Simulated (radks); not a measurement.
# Nuclear size and the levels of Ag

An exercise on one series of results from a longer session: the logs are not shown, and one member is left open.

The numbers are computed with radks (a radial shooting solver on a logarithmic mesh, Libxc functionals) version 1 (Dirac Kohn-Sham, PBE, spin-unpolarised, spherical densities, finite nucleus), except any that are marked as measured or tabulated.

### The system

* element: silver (Z = 47)
* charge: 0
* electrons: 47
* configuration: [Kr] 4d10 5s1
* nuclear rms radius: 4.5454 fm

Outer shells as boxes (Hund's rule):

Ag
```
[Kr] core
4d [↑↓][↑↓][↑↓][↑↓][↑↓]
5s [↑ ]
```

Set-up of the first run:

Settings of this run:

```text
Z 47
configuration [Kr] 4d10 5s1 5p0 6s0
relativity Dirac
functional pbe,pbe
spin unpolarised
j_filling energy
nucleus finite rms 4.5454 fm
c 137.035999084
```

Steps of the session up to this table: rms radius 4.5454 fm.

One table of the session follows, with a row left open; its other results are not shown here.

It belongs to the step «rms radius 4.5454 fm». Radial moments (bohr):

```
level     <r>  outermost maximum (interpolated)  90 % within  nodes
3d5/2  0.3472                             0.275        0.549      0
4s1/2  0.9121                             0.823         1.33      3
4p1/2  0.9797                             0.860         1.45      2
4p3/2   1.011                             0.885         1.50      2
4d3/2   1.403                              1.03         2.28      1
4d5/2   1.429                              1.04         2.34      1
5s1/2   3.166                              2.50         4.87      4
5p1/2       ?                                 ?            ?      ?
```

**Question.** Estimate the row for 5p1/2.

As computed: <r>: 5.165; outermost maximum (interpolated): 3.71; 90 % within: 8.39; nodes: 3. In the column «<r>» it is the highest.
